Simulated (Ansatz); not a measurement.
The system is SiO.

```
Si O
1.0
     2.80697    0.00000    0.00000
     0.00000    2.80697    0.00000
     0.00000    0.00000    2.80697
Si O
1 1
Direct
  0.00000 0.00000 0.00000
  0.50000 0.50000 0.50000
```

The cell was built by a generator and needn't be a form met in nature.

Program: Ansatz 0.2.0. Alike in all runs: task single point; level HSE06 form with a typed share of exact exchange; potentials or basis Ansatz PAW; no spin polarisation; cell as given; k mesh 5 × 5 × 5; cutoff (eV) 420; smearing fermi-dirac 0.05 eV; the mesh is coarse, so values aren't converged.

Task: Order these runs on this cell by their pressure, lowest first.
A. share of exact exchange 0.5
B. share of exact exchange 0.1
C. share of exact exchange 0
D. share of exact exchange 0.35

Result: A (-5.2 GPa), D (-3.2 GPa), B (0.7 GPa), C (2.3 GPa).

Caveats: all runs use coarse meshes; the PAW data sets come from PBE, with cores solved anew for the run's functional, which leaves a small shift of forces and pressure (some runs); the thresholds are loose for stress (some runs); the PAW data sets were made with another functional, which shifts forces and pressure a little (some runs).
